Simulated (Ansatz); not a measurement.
# BaMgSbF: further runs on the relaxed cell

One table from this session's results is given with a row withheld; the runs are named, their logs left out.

Computed with Ansatz 0.2.0 (DFT PBE and PBEsol (the runs whose input is shown use PBEsol), scalar-relativistic, plane waves, PAW).

### The system as given

The structure is tetragonal, space group P4/nmm (No. 129). Conventional cell: a = 4.613 Å, b = 4.613 Å, c = 9.964 Å, α = 90.00°, β = 90.00°, γ = 90.00°. Around Ba (site symmetry 4mm) lie 4 F at 2.70 Å. Around Sb (site symmetry 4mm) lie 4 Mg at 2.90 Å. Around Mg (site symmetry -4m2) lie 4 Sb at 2.90 Å and 4 Mg at 3.26 Å. F (site symmetry -4m2) is surrounded by 4 Ba at 2.70 Å.

Structure file:

```cif
data_structure
_symmetry_space_group_name_H-M 'P 1'
_symmetry_Int_Tables_number 1
_cell_length_a 4.6134
_cell_length_b 4.6134
_cell_length_c 9.9637
_cell_angle_alpha 90.000
_cell_angle_beta 90.000
_cell_angle_gamma 90.000
_cell_volume 212.06
loop_
_atom_site_label
_atom_site_type_symbol
_atom_site_fract_x
_atom_site_fract_y
_atom_site_fract_z
_atom_site_occupancy
Ba1 Ba 0.50000 0.00000 0.14039 1
Ba2 Ba 0.00000 0.50000 0.85961 1
Sb1 Sb 0.50000 0.00000 0.67603 1
Sb2 Sb 0.00000 0.50000 0.32397 1
Mg1 Mg 0.50000 0.50000 0.50000 1
Mg2 Mg 0.00000 0.00000 0.50000 1
F1 F 0.50000 0.50000 0.00000 1
F2 F 0.00000 0.00000 0.00000 1
```

This cell was relaxed beforehand with the same method: volume 26.51 Å³/atom, gap on the mesh 1.24 eV.

Set-up of the first run:

input.yaml reads:

```yaml
crystal:
  lattice:
    - [4.6133502368, 0.0, 0.0]
    - [0.0, 4.6133502368, 0.0]
    - [0.0, 0.0, 9.9636604083]
  atoms:
    - { symbol: Ba, position: [0.5, 0.0, 0.1403855618] }
    - { symbol: Ba, position: [0.0, 0.5, 0.8596144382] }
    - { symbol: Sb, position: [0.5, 0.0, 0.6760309134] }
    - { symbol: Sb, position: [0.0, 0.5, 0.3239690866] }
    - { symbol: Mg, position: [0.5, 0.5, 0.5] }
    - { symbol: Mg, position: [0.0, 0.0, 0.5] }
    - { symbol: F, position: [0.5, 0.5, 0.0] }
    - { symbol: F, position: [0.0, 0.0, 0.0] }
basis:
  ecutwfc: 420
kpoints:
  mp_grid: { grid: [6, 6, 4] }
hamiltonian:
  xc: pbesol
scf:
  occupations: { method: gaussian, width: 0.02 }
output:
  forces: true
  stress: true
  eigenvalues: true
  write_density: true
  write_potential: true
  elf: true
  volumetric_format: npy
relax:
  adjacent_minimum: "off"
  f_tol: 0.005
  max_steps: 50
  cell: { stress_tol: 0.05 }
```

Started as:

```sh
> ansatz run input.yaml --threads 4 --pin off --max-ram 10240MiB --backend cpu --events-out ev --progress --plain --runs-dir out
```

Steps of the session up to this table: Relaxing with PBEsol; The cell under PBE+D3(BJ); The cell under LDA; The cell under r2SCAN.

One table of the session follows, with a row left open; its other results are not shown here.

It belongs to the step «Relaxed cells side by side». 

```
functional  a (Å)  b (Å)  c (Å)  volume (Å³/atom)  gap on the mesh (eV)
       PBE  4.613  4.613  9.964             26.51                  1.24
    PBEsol  4.562  4.562  9.689             25.20                  1.16
PBE+D3(BJ)  4.563  4.563  9.765             25.41                  1.23
       LDA  4.516  4.516  9.491             24.20                  1.15
    r2SCAN      ?      ?      ?                 ?                     ?
```

Q: Estimate the row for r2SCAN from the others.

**Answer.** a (Å): 4.605; b (Å): 4.605; c (Å): 9.841; volume (Å³/atom): 26.09; gap on the mesh (eV): 1.57. In the column «a (Å)» it lies between PBE+D3(BJ) (4.563) and PBE (4.613).
